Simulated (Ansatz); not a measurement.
**SiH3O4 radical: small, medium and large basis sets**

An exercise on one series of results from a longer session: the logs are not shown, and one member is left open.

Computed with Ansatz 0.2.0, Gaussian basis. Level: one geometry, several basis sets.

Levels to be run: PBE0-D4/def2-SVP; ωB97M-V/def2-SVP; PBE0-D4/def2-QZVPP; ωB97M-V/def2-QZVPP; the functionals' def2-TZVPP values are taken from earlier runs.

**Structure used throughout**

An earlier PBE0-D4 in a triple-zeta def2 set relaxation fixed the geometry.

SMILES `[O][Si](O)(O)O`, 8 atoms, charge 0, spin multiplicity 2.

Atoms are counted from 1 here; the program's logs count them from 0.

Bond lengths: O1–Si2 1.656 Å, Si2–O3 1.631 Å, Si2–O4 1.622 Å, Si2–O5 1.624 Å, O3–H6 0.959 Å, O4–H7 0.959 Å, O5–H8 0.958 Å. Angles: O1–Si2–O3 102.2°, O1–Si2–O4 107.0°, O1–Si2–O5 116.5°, O3–Si2–O4 116.6°, O3–Si2–O5 108.2°, O4–Si2–O5 106.6°, Si2–O3–H6 117.6°, Si2–O4–H7 116.9°, Si2–O5–H8 118.2°.

Set-up of the first run:

The input, in.yaml:

```yaml
crystal:
  periodic: [false, false, false]
  atoms:
    - {symbol: O, position_ang: [-1.417605, 0.247787, 1.193032]}
    - {symbol: Si, position_ang: [-0.195771, 0.058690, 0.091018]}
    - {symbol: O, position_ang: [1.117121, -0.067327, 1.049779]}
    - {symbol: O, position_ang: [-0.249880, 1.339090, -0.902694]}
    - {symbol: O, position_ang: [-0.266319, -1.263511, -0.849683]}
    - {symbol: H, position_ang: [1.271433, 0.632970, 1.686711]}
    - {symbol: H, position_ang: [-0.093953, 1.173100, -1.833844]}
    - {symbol: H, position_ang: [-0.165036, -2.120800, -0.434320]}
basis:
  gaussian: {orbitals: def2-SVP}
magnetization: {spin_polarized: true, initial_magnetization: 1}
hamiltonian: {xc: pbe0, dispersion: d4}
output: {orbitals: {seedname: orbitals}}
```

Run with:

```
> ansatz run in.yaml --threads 4 --pin off --events-out ev --progress --plain --max-ram 10444MiB
```

Among the steps run: PBE0-D4 in def2-SVP; ωB97M-V in def2-SVP; PBE0-D4 in def2-QZVPP; ωB97M-V in def2-QZVPP.

One of the session's tables, all rows but one given; the rest of the session is left out.

It belongs to the step «Density functionals: the series». 

| functional | basis | HOMO (eV) | LUMO (eV) |
| --- | --- | --- | --- |
| PBE0-D4 | def2-SVP | -8.72 | -4.25 |
| PBE0-D4 | def2-TZVPP | ? | ? |
| PBE0-D4 | def2-QZVPP | -9.11 | -4.60 |
| ωB97M-V | def2-SVP | -11.20 | -1.96 |
| ωB97M-V | def2-TZVPP | -11.54 | -2.32 |
| ωB97M-V | def2-QZVPP | -11.62 | -2.40 |

**Question.** Estimate the row for PBE0-D4, def2-TZVPP.

**Answer.** HOMO (eV): -9.04; LUMO (eV): -4.53. In the column «HOMO (eV)» it lies between PBE0-D4, def2-QZVPP (-9.11) and PBE0-D4, def2-SVP (-8.72).
